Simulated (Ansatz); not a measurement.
**Two self-consistent states of K2MnSe2O6**

An SCF can end in more than one state. Here K2MnSe2O6, a strained cell with displaced atoms, is run from each state found earlier: which lies lowest, and what else changes?

Method: DFT, LDA, plane waves, PAW, in Ansatz 0.2.0.

### Step 1. The system as given

Cell: a = 5.779 Å, b = 5.775 Å, c = 7.222 Å, α = 113.59°, β = 113.60°, γ = 60.01°. Nearest neighbours (Å) of the first eight atoms: K1: 9 O at 2.87 to 3.26; K2: 5 O at 2.61 to 2.98; Mn3: 3 O at 2.02 to 2.14; Se4: 3 O at 1.94 to 2.08; Se5: 3 O at 1.53 to 1.76; O6: 1 Se at 1.94, 1 Mn at 2.46, 2 O at 2.62 to 2.69, 1 K at 2.75; O7: 1 Se at 2.08, 1 Mn at 2.40, 2 O at 2.62 to 2.77, 2 K at 2.94 to 3.03; O8: 1 Se at 2.02, 1 Mn at 2.46, 1 K at 2.61.

Its coordinates follow in the input file.

The states: A, no atom with a moment over 0.3 μB (no spin polarisation); B, Mn3 up (collinear spin). Each run reads its own saved solution as saved_state.

### Step 2. State A: the run

File input.yaml:

```yaml
crystal:
  lattice:
    - [2.890883, 5.003868, -0.001204]
    - [-2.887402, 5.001858, -0.001235]
    - [-0.001125, -3.336802, 6.405208]
  atoms:
    - { symbol: K, position: [0.175855, 0.188963, 0.572939] }
    - { symbol: K, position: [0.817764, 0.792033, 0.390394] }
    - { symbol: Mn, position: [0.013054, 0.015836, 0.041139] }
    - { symbol: Se, position: [0.613327, 0.611081, 0.8908] }
    - { symbol: Se, position: [0.37339, 0.361917, 0.095033] }
    - { symbol: O, position: [0.746063, 0.224584, 0.741834] }
    - { symbol: O, position: [0.732359, 0.789173, 0.764093] }
    - { symbol: O, position: [0.210623, 0.759395, 0.735641] }
    - { symbol: O, position: [0.238137, 0.716198, 0.220716] }
    - { symbol: O, position: [0.684287, 0.258007, 0.194192] }
    - { symbol: O, position: [0.226448, 0.257932, 0.200831] }
kpoints:
  mp_grid: { grid: [4, 4, 3], shift: [0.0, 0.5, 0.5] }
magnetization:
  spin_polarized: false
scf:
  occupations: { method: gaussian, width: 0.2029 }
  lower_state_search: "off"
  max_iter: 200
hamiltonian:
  pseudopotentials: { kind: paw }
  xc: lda
basis:
  ecutwfc: 420
  fft_grid_basis: typed
output:
  forces: true
  stress: true
  eigenvalues: true
  bader: true
  populations: true
  elf: true
  write_potential: true
  volumetric_format: npy
  dos:
    e_range: [-12, 8]
    de: 0.05
    projected: { site_lists: { K: [K], Mn: [Mn], O: [O], Se: [Se] } }
checkpoint:
  read: saved_state
```

The program printed (excerpt; [...] marks lines left out):

```text
Warning: RAYON_NUM_THREADS=2 ignored (pool sized by the plan → 2); use --threads N
[...]
Pseudopotentials: kind: paw
Pseudopotential: K, paw, valence charge 9, recommended cutoff 420 eV (normal), K.paw.azcp
Pseudopotential: Mn, paw, valence charge 15, recommended cutoff 420 eV (normal), Mn.paw.azcp
Pseudopotential: Se, paw, valence charge 16, recommended cutoff 420 eV (normal), Se.paw.azcp
Pseudopotential: O, paw, valence charge 6, recommended cutoff 420 eV (normal), O.paw.azcp
Functional definition: SPW92
[...]
Crystal: 11 atoms, lattice volume = 185.138 Å³
Basis set: ecut = 420 eV, 3609 PW (Γ)
Bands: 62, of which v1, the nominal top of the filled ones, is band 51 counted from 1 (50 counted from 0)
Symmetry: 1 space group operations
Space group: P1 (ITA 1), of the structure as read, at distance tolerance 5.7e-5 Å
k-points: 24 of 48 (time reversal used)
[...]
SCF iter   1: F=—  HF=-20924.015496 eV  |F-HF|=—  |Δ(HF+E_count)|=         —  Δρ=1.91e-3  dr2=1.20e-3  ethr=1.78e-6  ⟨swp⟩=2.8  Hψ=8842  notcnv=0
[...]
SCF iter  10: F=-20924.017948 eV  HF=-20924.017948 eV  |F-HF|=6.31e-8  |Δ(HF+E_count)|=   2.36e-8  Δρ=1.02e-5  dr2=8.20e-8  ethr=9.90e-11  ⟨swp⟩=6.2  Hψ=9367  notcnv=0
[...]
SCF converged after 10 iterations
Free energy (F): -20924.017948 eV
[...]
E sigma→0 (E₀):  -20923.908883 eV
Entropy (-TS):   -0.218129 eV (-19.830 meV/atom)
Fermi energy:    6.494474 eV
[...]
--- Forces (eV/Å), atoms counted from 1 ---
  atom   1  K      0.15344229     0.07240580     0.28474200
  atom   2  K     -0.01904061    -0.11613248     0.43303642
  atom   3  Mn     0.40160321    -0.32587874    -3.38423440
  atom   4  Se    -0.56918410     0.58688102    -6.23071245
  atom   5  Se    -6.88819800    -3.34900373    -4.24839526
  atom   6  O     -2.23903919     1.21171371     3.17587020
  atom   7  O      0.50468547    -2.18376106     3.05627831
  atom   8  O      2.36774022     0.90259459     3.40790263
[...]
--- Stress (GPa, compression-positive) ---
      -10.129659       4.005818       3.027050
        4.005815     -12.365190       1.610936
        3.027049       1.610934     -12.630461
  P = ⅓ Tr σ = -11.7084 GPa (-117.084 kbar)
--- Band table (eV; the first three rows and the last of 24) ---
[...]
--- Löwdin populations: 11 sites ---
  site symbol       q [e]
     0      K      8.2350
     1      K      8.2468
     2     Mn     14.0452
     3     Se     14.9918
     4     Se     14.4072
     5      O      6.6839
     6      O      6.6979
     7      O      6.7043
     8      O      6.7948
     9      O      6.7503
    10      O      6.7795
  spilling = 0.006566 (of n_electrons = 101.000000)
--- Bader charges: 11 sites ---
  site symbol  charge [e]  shift [e]
     0      K      0.8507     0.0000
     1      K      0.8483     0.0000
     2     Mn      1.2699     0.0006
     3     Se      1.1125     0.0020
     4     Se      1.9672     0.0176
     5      O     -0.8879     0.0011
     6      O     -0.8728     0.0001
     7      O     -0.8870     0.0003
     8      O     -1.1078     0.0044
     9      O     -1.1829     0.0095
    10      O     -1.1102     0.0049
  estimated error of the sums over rays = 3.6e-4 e
```

Run time: 63 s. Hardware: 2 threads of an Arm CPU, shared host; peak memory 0.56 GiB.

### Step 3. State A: levels and charges

States per cell by energy window, from dos.tsv and pdos.tsv (tetrahedra; eV from the Fermi level):

| from | to | total | Mn d | O p | Se p |
| --- | --- | --- | --- | --- | --- |
| -8.0 | -7.0 | 4.00 | 0.11 | 2.35 | 1.16 |
| -7.0 | -6.0 | 2.00 | 0.03 | 1.20 | 0.65 |
| -6.0 | -5.0 | 6.19 | 0.15 | 4.14 | 1.46 |
| -5.0 | -4.0 | 5.80 | 0.32 | 4.87 | 0.36 |
| -4.0 | -3.0 | 7.91 | 0.38 | 6.85 | 0.23 |
| -3.0 | -2.0 | 7.12 | 0.25 | 6.15 | 0.31 |
| -2.0 | -1.0 | 0.97 | 0.01 | 0.93 | 0.01 |
| -1.0 | 0.0 | 5.80 | 4.99 | 0.53 | 0.16 |
| 0.0 | 1.0 | 6.50 | 3.22 | 1.70 | 1.14 |
| 1.0 | 2.0 | 3.72 | 0.26 | 1.64 | 1.43 |
| 2.0 | 3.0 | 1.61 | 0.03 | 0.38 | 0.71 |
| 3.0 | 4.0 | 2.63 | 0.05 | 0.67 | 1.08 |
| 4.0 | 5.0 | 3.05 | 0.03 | 0.54 | 0.75 |

By element, from the tables in the log (a charge is positive for electrons lost): Löwdin charges also hold the electrons that the projection spills.

| element | atoms | Bader charge (e) | Bader volume (Å³) | Löwdin charge (e) |
| --- | --- | --- | --- | --- |
| K | 2 | +0.85 | 19.6 to 20.4 | +0.75 to +0.77 |
| Mn | 1 | +1.27 | 12.2 | +0.96 |
| Se | 2 | +1.11 to +1.97 | 14.8 to 19.4 | +1.01 to +1.59 |
| O | 6 | -1.18 to -0.87 | 15.6 to 17.5 | -0.79 to -0.68 |

The Löwdin projection spills 0.7 % of the electrons and depends on the orbitals chosen; where it disagrees with Bader's partition, neither is an observable.

### Step 4. Run from state B

Edit input.yaml of step 2 so:

```diff
@@ -20,3 +20,3 @@
 magnetization:
-  spin_polarized: false
+  spin_polarized: true
 scf:
```

The program printed (excerpt; [...] marks lines left out):

```text
Warning: RAYON_NUM_THREADS=2 ignored (pool sized by the plan → 2); use --threads N
band count auto-derived: 64 (N_el = 101.0; filled up to band 51; 62 by the electrons, moments and atoms)
[...]
Pseudopotentials: kind: paw
Pseudopotential: K, paw, valence charge 9, recommended cutoff 420 eV (normal), K.paw.azcp
Pseudopotential: Mn, paw, valence charge 15, recommended cutoff 420 eV (normal), Mn.paw.azcp
Pseudopotential: Se, paw, valence charge 16, recommended cutoff 420 eV (normal), Se.paw.azcp
Pseudopotential: O, paw, valence charge 6, recommended cutoff 420 eV (normal), O.paw.azcp
Functional definition: SPW92
[...]
Crystal: 11 atoms, lattice volume = 185.138 Å³
Basis set: ecut = 420 eV, 3609 PW (Γ)
Bands: 64, of which v1, the nominal top of the filled ones, is band 51 counted from 1 (50 counted from 0)
Symmetry: 1 space group operations
Space group: P1 (ITA 1), of the structure as read, at distance tolerance 5.7e-5 Å
[...]
     0      K      8.2381     0.0020
     1      K      8.2451     0.0032
     2     Mn     13.7681     4.5633
     3     Se     14.9754     0.0049
     4     Se     14.4049     0.0303
     5      O      6.7121     0.0441
     6      O      6.7300     0.0393
     7      O      6.7408     0.0623
     8      O      6.8579     0.0762
     9      O      6.7926     0.0508
    10      O      6.8465     0.0821
  spilling = 0.006816 (of n_electrons = 101.000000)
--- Bader charges: 11 sites ---
  site symbol  charge [e]  shift [e]    m [muB]
     0      K      0.8510     0.0000     0.0037
     1      K      0.8483     0.0000     0.0025
     2     Mn      1.4180     0.0004     4.4872
     3     Se      1.1323     0.0020     0.0098
     4     Se      1.9734     0.0176     0.0356
     5      O     -0.9072     0.0012     0.0572
     6      O     -0.8957     0.0000     0.0520
     7      O     -0.9125     0.0004     0.0735
     8      O     -1.1494     0.0042     0.0947
     9      O     -1.2047     0.0093     0.0753
    10      O     -1.1534     0.0048     0.1017
  estimated error of the sums over rays = 3.6e-4 e
```

Run time: 83 s. Hardware: 2 threads of an Arm CPU, shared host; peak memory 0.69 GiB.

### Step 5. State B: levels and charges

Counts of states in windows (eV from the Fermi level; tetrahedra), total and projected:

| from | to | total | up | down | Mn d | O p | Se p |
| --- | --- | --- | --- | --- | --- | --- | --- |
| -8.0 | -7.0 | 4.33 | 2.00 | 2.33 | 0.13 | 2.53 | 1.25 |
| -7.0 | -6.0 | 1.90 | 1.00 | 0.90 | 0.03 | 1.12 | 0.62 |
| -6.0 | -5.0 | 5.39 | 3.14 | 2.25 | 0.19 | 3.33 | 1.48 |
| -5.0 | -4.0 | 6.21 | 2.86 | 3.35 | 0.41 | 5.07 | 0.41 |
| -4.0 | -3.0 | 7.49 | 4.00 | 3.50 | 0.69 | 6.17 | 0.21 |
| -3.0 | -2.0 | 7.80 | 3.71 | 4.10 | 0.66 | 6.35 | 0.33 |
| -2.0 | -1.0 | 4.56 | 3.65 | 0.91 | 2.16 | 2.24 | 0.06 |
| -1.0 | 0.0 | 1.65 | 1.65 | 0.00 | 0.97 | 0.59 | 0.02 |
| 0.0 | 1.0 | 2.66 | 1.25 | 1.42 | 0.09 | 1.15 | 1.14 |
| 1.0 | 2.0 | 5.86 | 1.75 | 4.10 | 2.20 | 1.72 | 1.45 |
| 2.0 | 3.0 | 3.50 | 0.89 | 2.61 | 1.90 | 0.51 | 0.57 |
| 3.0 | 4.0 | 2.81 | 1.23 | 1.57 | 0.23 | 0.68 | 1.10 |

By element, from the tables in the log (a charge is positive for electrons lost): Löwdin charges also hold the electrons that the projection spills.

| element | atoms | Bader charge (e) | Bader volume (Å³) | Löwdin charge (e) | Bader moment, size (μB) |
| --- | --- | --- | --- | --- | --- |
| K | 2 | +0.85 | 19.6 to 20.3 | +0.75 to +0.76 | 0.00 |
| Mn | 1 | +1.42 | 11.4 | +1.23 | 4.49 |
| Se | 2 | +1.13 to +1.97 | 14.7 to 19.3 | +1.03 to +1.60 | 0.01 to 0.04 |
| O | 6 | -1.20 to -0.90 | 15.7 to 17.6 | -0.86 to -0.71 | 0.05 to 0.10 |

Löwdin charges rest on a small set of atomic orbitals that misses 0.7 % of the electrons, so they need not add up to the cell's charge and can differ from Bader's even in sign.

The main site moments: Mn3 up.

### Step 6. The states side by side

| state | free energy (meV/atom) | largest site moment (μB) | size of the net moment (μB/cell) | gap (eV) | pressure (GPa) | largest force (eV/Å) | SCF cycles |
| --- | --- | --- | --- | --- | --- | --- | --- |
| A | 227.7 | – | – | metal | -11.7 | 8.76 | 10 |
| B | 0.0 | 3.92 | 4.99 | 0.55 | -8.7 | 8.75 | 9 |

State B lies lowest, 227.7 meV per atom under state A. They differ in kind: A is a metal, B is gapped. The atoms are far from rest (forces to 8.8 eV/Å), so order and character hold for this geometry alone. At the same volume their pressures differ by 3.0 GPa, the state with the larger moments having the higher pressure, so it wants the larger volume. Not all runs allow spin: where it is off, the gap in energy is mostly the cost of forbidding moments, not two ends of one search.

Keep in mind: an odd count of electrons without spin polarisation forces a partly filled band; a 3d oxide or halide that comes out metallic without a U or exact exchange, which may be an insulator in nature; the k mesh is coarse for a cell without a gap; atoms or cell far from equilibrium; wide smearing; the gap is not wide against the smearing.
